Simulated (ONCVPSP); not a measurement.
**Pseudopotential generation for phosphorus: ONCV, PBE**

Do these settings give a usable potential? It is generated, then checked for transferability, scattering, ghosts and hardness.

The numbers are computed with ONCVPSP 4.0.1.1 (patched build) (PBE, scalar-relativistic, spin-unpolarised reference atom).

### Step 1. The atom and the settings

Typed settings, in words:

```json
{
 "element": "phosphorus (P, Z = 15)",
 "type": "optimised norm-conserving Vanderbilt (ONCV)",
 "frozen core": "[Ne]",
 "valence charge": "5",
 "reference configuration": "3s2 3p2 (charge +1)",
 "partial waves": "3s: rc 1.30 bohr, ncon 5, nbas 9, qcut 5.5 1/bohr, 2 projectors, debl 3.4 Ha; 3p: rc 1.35 bohr, ncon 4, nbas 8, qcut 5.6 1/bohr, 1 projector",
 "local potential": "polynomial inside 1.20 bohr (lpopt 5, dvloc0 3 Ha)",
 "core correction": "polynomial model core, fcfact 0.65"
}
```

The outer shells as boxes (Hund's rule for the drawing; the calculation is spin-unpolarised):

```
[Ne] core
3s [↑↓]
3p [↑ ][↑ ][  ]
```

An earlier all-electron run gives the scale for the radii.

All-electron outer shells of the reference configuration (PBE, scalar-relativistic, ld1.x):

```csv
shell,level (eV),outermost node (bohr),outermost maximum (bohr)
2s,-184.63,0.14,0.42
2p,-135.15,–,0.36
3s,-23.29,0.65,1.56
3p,-14.22,0.64,1.76
```

### Step 2. Generation

P.dat reads:

```
# ATOM AND REFERENCE CONFIGURATION
# atsym  z   nc   nv     iexc    psfile
  P 15.00    3    2        4      upf
#
#   n    l    f
    1    0    2.00
    2    0    2.00
    2    1    6.00
    3    0    2.00
    3    1    2.00
#
# PSEUDOPOTENTIAL AND OPTIMIZATION
# lmax
    1
#
#   l,   rc,      ep,       ncon, nbas, qcut
    0    1.30    0.00    5    9    5.50
    1    1.35    0.00    4    8    5.60
#
# LOCAL POTENTIAL
# lloc, lpopt,  rc(5),   dvloc0
    4    5    1.20    3.00
#
# VANDERBILT-KLEINMAN-BYLANDER PROJECTORs
# l, nproj, debl
    0    2    3.40
    1    1    2.00
#
# MODEL CORE CHARGE
# icmod, fcfact, rcfact
    1    0.65    0.00
#
# LOG DERIVATIVE ANALYSIS
# epsh1, epsh2, depsh
   -2.00    5.00    0.02
#
# OUTPUT GRID
# rlmax, drl
    6.00    0.01
#
# TEST CONFIGURATIONS
# ncnf
    4
# nvcnf
#   n    l    f
    2
    3    0    2.00
    3    1    3.00
#
    2
    3    0    2.00
    3    1    1.00
#
    2
    3    0    2.00
    3    1    0.00
#
    2
    3    0    1.00
    3    1    3.00
#
```

Started as:

```sh
$ oncvpsp.x < P.dat > P.out
```

What does the calculation give? Wanted: cutoffs for 1 and 0.1 mHa per electron, occupied waves; bound ghosts; GHOST(+) flags; largest test error; largest phase difference near zero energy, channels read; rms error of d²Exc/dn², without and with the model core.

As calculated:

| quantity | value |
| --- | --- |
| cutoffs for 1 and 0.1 mHa per electron, occupied waves | 74 Ha and 129 Ha |
| bound ghosts | s at -145.22 eV |
| GHOST(+) flags | none at low energy |
| largest test error (AE − PS) | +25 meV, for 3s2 3p0 |
| largest phase difference near zero energy, channels read | 0.021 rad |
| rms error of d²Exc/dn², without and with the model core | 3.01 and 0.28 mHa |

In words: It has a bound ghost (s), a state that the atom doesn't have, and that rules the file out. By total energies transferability is good: the largest error is 25 meV on 48.9 eV, for 3s2 3p0. Atomic tests can pass in spite of a ghost, since they solve only for the levels asked. It counts as very hard, with 74 Ha needed at the looser tolerance. At the looser tolerance the 3s wave is the slowest; 3p needs 5 Ha. Near zero energy the phases of the channels with partial waves agree within 0.021 rad.
